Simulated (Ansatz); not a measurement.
# MnF2 (P4_2/mnm): relaxation of cell and ions from a Python script

Wanted for MnF2 (P4_2/mnm): a relaxation of cell and ions.

Computed with Ansatz 0.2.0, driven from Python. Level of theory: DFT PBE, plane waves, PAW.

## (1) The system

The structure is tetragonal, space group P4_2/mnm (No. 136). Conventional cell: a = 4.874 Å, b = 4.874 Å, c = 3.311 Å, α = 90.00°, β = 90.00°, γ = 90.00°. Mn (site symmetry mmm) is surrounded by 6 F at 2.10 to 2.13 Å. F (site symmetry m2m) is surrounded by 3 Mn at 2.10 to 2.13 Å.

mnf2.extxyz, read by the script:

```xyz
6
Lattice="4.8738 0.0 0.0 0.0 4.8738 0.0 0.0 0.0 3.3107" Properties=species:S:1:pos:R:3:initial_magmoms:R:1 pbc="T T T"
Mn    0.00000000    0.00000000    0.00000000  4.00
Mn    2.43690000    2.43690000    1.65535000 -4.00
F     1.48797114    1.48797114    0.00000000  0.00
F     0.94892886    3.92487114    1.65535000  0.00
F     3.38582886    3.38582886    0.00000000  0.00
F     3.92487114    0.94892886    1.65535000  0.00
```

## (2) The code

Input file vcrelax_mnf2.py:

```python
# -*- coding: utf-8 -*-
"""Cell relaxation of MnF2."""

import argparse
import itertools

import ansatz as az
from ase import Atoms
from ase.neighborlist import neighbor_list
import numpy as np

parser = argparse.ArgumentParser(description="Cell relaxation of MnF2.")
parser.add_argument("--functional", required=True, help="exchange-correlation functional")
parser.add_argument("--cutoff-ev", type=float, default=450.0, help="plane-wave cutoff (eV)")
parser.add_argument("--kgrid", type=int, nargs=3, required=True, help="k-point sampling")
parser.add_argument("--fmax", type=float, required=True, help="force threshold (eV/A)")
args = parser.parse_args()

def edges_and_angles(cell):
    cell = np.asarray(cell)
    a, b, c = np.linalg.norm(cell, axis=1)
    cosines = cell[1] @ cell[2] / (b * c), cell[0] @ cell[2] / (a * c), cell[0] @ cell[1] / (a * b)
    return (a, b, c, *np.degrees(np.arccos(cosines)))


def main():
    system = az.Crystal.from_extxyz("mnf2.extxyz")

    # only the volume may change
    job = (
        system.calculation()
        .functional(args.functional)
        .pseudopotentials("paw")
        .basis(args.cutoff_ev)
        .kpoints(*args.kgrid)
        .occupations(az.OccupationsMethod.GAUSSIAN, width=100 * az.meV)  # fractional filling near the Fermi level
        .spin(az.SpinTreatment.COLLINEAR)
        .relax(force_tolerance=args.fmax, fix_cell=["shape"])
        .density()  # keep the density on its grid
    )
    steps = []


    def collect(event):
        if event["event"] == "relax_step":
            steps.append(event["data"])


    outcome = job.session().plan().execute(on_event=collect)
    rep = outcome.report
    for s in steps:
        flag = "" if s["accepted"] else "  (rejected)"
        print("step %2d  E = %.5f eV  largest force component = %.4f eV/A%s" % (s["step"], s["lagrangian_ev"], s["allowed_force_max_ev_ang"], flag))

    first, last = steps[0], steps[-1]
    symbols = [site.symbol for site in outcome.lattice.sites]
    print(f"energy gained {first['lagrangian_ev'] - last['lagrangian_ev']:.4f} eV in {len(steps) - 1} steps")
    for label, vectors in (("before", first["cell_ang"]), ("after", outcome.lattice.cell_ang)):
        print(label, "a b c (A) {:.4f} {:.4f} {:.4f}  angles {:.2f} {:.2f} {:.2f}".format(*edges_and_angles(vectors)), f" V = {abs(np.linalg.det(vectors)):.3f} A^3")
    print("final stress xx yy zz (GPa, compression positive):", np.round(np.diag(rep["stress_gpa"]), 3) + 0.0)

    final = Atoms(symbols, positions=last["positions_ang"], cell=outcome.lattice.cell_ang, pbc=True)
    i, j, d = neighbor_list("ijd", final, 4.5)
    print("neighbours within 1.2 times the shortest distance of each atom (A)")
    for atom in range(len(final)):
        near = [m for m in np.argsort(d) if i[m] == atom]
        shell = [m for m in near if d[m] < 1.2 * d[near[0]]]
        print(f"{symbols[atom]}{atom} ({len(shell)}):", ", ".join(f"{symbols[j[m]]} {d[m]:.3f}" for m in shell))

    change = np.array(last["positions_ang"]) @ np.linalg.inv(last["cell_ang"]) - np.array(first["positions_ang"]) @ np.linalg.inv(first["cell_ang"])
    moved = np.linalg.norm(change @ np.array(last["cell_ang"]), axis=1)
    print("displacement within the cell, strain taken out (A):", " ".join(f"{s}:{d:.3f}" for s, d in zip(symbols, moved)))

    for key in ("converged", "n_iterations", "n_electrons", "n_kpoints", "n_pw", "n_symmetry_ops", "free_energy_ev", "fermi_energy_ev"):
        print(f"{key:18s} {rep[key]}")

    # valence electrons inside a sphere about each atom
    rho = outcome.density()
    total = sum(channel.density_e_per_ang3 for channel in rho.channels[:2])
    grid_cell = np.asarray(rho.fft_grid_basis) @ outcome.lattice.cell_ang
    mesh = np.stack(np.meshgrid(*[np.arange(n) / n for n in rho.dims], indexing="ij"), axis=-1)
    for site in outcome.lattice.sites:
        offset = mesh - site.position_ang @ np.linalg.inv(grid_cell)
        offset -= offset.round()
        distance = np.min([np.linalg.norm((offset + shift) @ grid_cell, axis=-1) for shift in itertools.product((-1, 0, 1), repeat=3)], axis=0)
        inside = [total[distance < radius].sum() * rho.cell_volume_ang3 / total.size for radius in (0.8, 1.0, 1.2)]
        print(site.symbol, "electrons within 0.8, 1.0, 1.2 A:", np.round(inside, 2))

    print(f"net moment {rep['magnetization_mub']:.3f} muB, absolute {rep['absolute_magnetization_mub']:.3f} muB")
    for index, (site, m) in enumerate(zip(outcome.lattice.sites, rep["site_moments_mub"])):
        print(f"  {index:2d} {site.symbol:2s} {m:7.3f}")


if __name__ == "__main__":
    main()
```

## (3) The input behind the calls

The engine receives this input:

```yaml
crystal:
  lattice:
    - [4.8738, 0.0, 0.0]
    - [0.0, 4.8738, 0.0]
    - [0.0, 0.0, 3.3107]
  atoms:
    - { symbol: Mn, position: [0.0, 0.0, 0.0], spin: 4.0 }
    - { symbol: Mn, position: [0.5, 0.5, 0.5], spin: -4.0 }
    - { symbol: F, position: [0.30529999999999996, 0.30529999999999996, 0.0], spin: 0.0 }
    - { symbol: F, position: [0.19469999999999998, 0.8053, 0.5], spin: 0.0 }
    - { symbol: F, position: [0.6947, 0.6947, 0.0], spin: 0.0 }
    - { symbol: F, position: [0.8053, 0.19469999999999998, 0.5], spin: 0.0 }
basis:
  ecutwfc: 450.0
kpoints:
  mp_grid:
    grid: [6, 6, 9]
hamiltonian:
  xc: pbe
  pseudopotentials:
    kind: paw
magnetization:
  spin_polarized: true
scf:
  occupations:
    method: gaussian
    width: 0.1
relax:
  f_tol: 0.005
  cell:
    fix: [shape]
output:
  write_density: true
```

## (4) Running it

The run is started by

```console
python vcrelax_mnf2.py --functional pbe --kgrid 6 6 9 --fmax 0.005
```

Q: Predict the main results. Wanted: free energy; moment, net / absolute; moves of the relaxation; energy gained; last largest force component; relaxed conventional cell; space group at the end.

As calculated:

```
                                         quantity                                                                      value
                                      free energy                                        -11034.1095 eV (-1839.0183 eV/atom)
                           moment, net / absolute                                                    0.00 / 9.60 μB per cell
                          moves of the relaxation                                                                          5
energy gained (ahead of the last change of basis)                                                               3.3 meV/atom
                     last largest force component                                                                0.0001 eV/Å
                        relaxed conventional cell  a = 4.919 Å, b = 4.919 Å, c = 3.341 Å, α = 90.00°, β = 90.00°, γ = 90.00°
                           space group at the end                                                                   P4_2/mnm
```

In words: The volume grew by 2.8 % over 5 moves (some cell parameters were held, so the cell is relaxed in part), and the space group stayed P4_2/mnm. Reading the output:
- An absolute Fermi energy rests on an arbitrary zero of the periodic potential and has no direct meaning.
- Energies along a relaxation are free energies. Rows at an unchanged volume are solved on a plane-wave basis chosen afresh for that cell, so the energy jumps there and such rows are no steps of the walk.
- An opening on this mesh may only mean that it misses a point where bands touch.
- Without a Hubbard U or exact exchange, semilocal functionals often make such 3d compounds metallic or too weakly gapped.
- The fields are valence quantities on the plane-wave grid; their values near the nuclei depend on the potentials.
